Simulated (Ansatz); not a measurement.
# C2H7NSi: a ladder of functionals and wavefunction methods

How much do the methods differ for C2H7NSi? The plan is to run it at one geometry with functionals of several rungs and with coupled cluster. The yardstick is the atomisation energy at the CCSD(T) limit.

Program: Ansatz 0.2.0, Gaussian basis. Level of theory: functionals in def2-TZVPP, the program's frozen cores in correlated methods. These are calculated values, not measurements.

The runs, in order: PBE-D4, r2SCAN-D4, PBE0-D4, B3LYP-D4, ωB97X-V, ωB97M-V, B2PLYP; CCSD(T)/def2-TZVPP; CCSD(T)/def2-QZVPP; extrapolation to the limit.

### Step 1. Structure used throughout

An earlier PBE0-D4 in a triple-zeta def2 set relaxation fixed the geometry.

SMILES `CC[Si]N`, 11 atoms, charge 0, spin multiplicity 1.

Atoms are counted from 1 here; the program's logs count them from 0.

Bond lengths: C1–C2 1.524 Å, C1–H5 1.093 Å, C1–H6 1.094 Å, C1–H7 1.094 Å, C2–Si3 1.913 Å, C2–H8 1.099 Å, C2–H9 1.099 Å, Si3–N4 1.709 Å, N4–H10 1.010 Å, N4–H11 1.007 Å. Angles: C2–C1–H5 112.2°, C2–C1–H6 111.4°, C2–C1–H7 111.4°, H5–C1–H6 107.4°, H5–C1–H7 107.4°, H6–C1–H7 106.8°, C1–C2–Si3 114.2°, C1–C2–H8 110.5°, C1–C2–H9 110.5°, Si3–C2–H8 107.6°, Si3–C2–H9 107.8°, H8–C2–H9 105.8°, C2–Si3–N4 98.0°, Si3–N4–H10 126.3°, Si3–N4–H11 121.7°, H10–N4–H11 112.0°.

### Step 2. PBE-D4 (GGA)

The input, in.yaml:

```yaml
crystal:
  periodic: [false, false, false]
  atoms:
    - {symbol: C, position_ang: [-0.180138, 1.792723, 0.077791]}
    - {symbol: C, position_ang: [-0.352713, 0.281122, -0.016425]}
    - {symbol: Si, position_ang: [1.282822, -0.703353, 0.100775]}
    - {symbol: N, position_ang: [0.628706, -2.273716, -0.062790]}
    - {symbol: H, position_ang: [-1.133845, 2.322793, 0.010459]}
    - {symbol: H, position_ang: [0.461597, 2.171311, -0.722782]}
    - {symbol: H, position_ang: [0.288909, 2.082158, 1.022410]}
    - {symbol: H, position_ang: [-1.016847, -0.080681, 0.780620]}
    - {symbol: H, position_ang: [-0.843057, 0.007424, -0.960678]}
    - {symbol: H, position_ang: [-0.347579, -2.504879, -0.182011]}
    - {symbol: H, position_ang: [1.212155, -3.094892, -0.047389]}
basis:
  gaussian: {orbitals: def2-TZVPP}
hamiltonian: {xc: pbe, dispersion: d4}
output: {forces: true, orbitals: {seedname: orbitals}}
```

Started as:

```console
> ansatz run in.yaml --threads 2 --pin off --events-out ev --progress --plain --max-ram 32768MiB --backend cpu
```

After this run come: r2SCAN-D4 (meta-GGA); PBE0-D4 (hybrid); B3LYP-D4 (hybrid); ωB97X-V (range-separated); ωB97M-V (range-separated); B2PLYP (double hybrid); CCSD(T) in def2-TZVPP; CCSD(T) in def2-QZVPP.

Before running them: what should the planned runs give, taken together? Wanted: atomisation energy, CCSD(T)/CBS; farthest; mean size of error, hybrid; mean size of error, range-separated; gap, smallest and largest; T1 diagnostic; triples share of the correlation energy.

As calculated:

| quantity | value |
| --- | --- |
| atomisation energy, CCSD(T)/CBS | 4029.3 kJ/mol |
| functionals within 20.1 kJ/mol (0.5 %) | r2SCAN-D4, PBE0-D4, B3LYP-D4, ωB97X-V |
| farthest | PBE-D4 (+70.4 kJ/mol) |
| mean size of error, hybrid | 12.7 kJ/mol |
| mean size of error, range-separated | 20.5 kJ/mol |
| gap, smallest and largest | 2.90 eV (PBE-D4), 9.11 eV (ωB97X-V) |
| T1 diagnostic | 0.0124 |
| triples share of the correlation energy | 3.9 % |

In words: PBE-D4 misses by +70.4 kJ/mol. Double hybrids carry the basis error of their MP2 part in triple zeta, and no dispersion term here, so their miss is partly the set-up's. The reference freezes the cores and leaves out relativity and excitations past (T), so misses under about 20.1 kJ/mol can't be ranked. Hartree-Fock recovers 73 % of the binding; the rest is correlation. The gap grows from 2.9 to 9.1 eV across the functionals, mostly with the share of exact exchange. The restricted reference is unstable towards a spin-broken one.
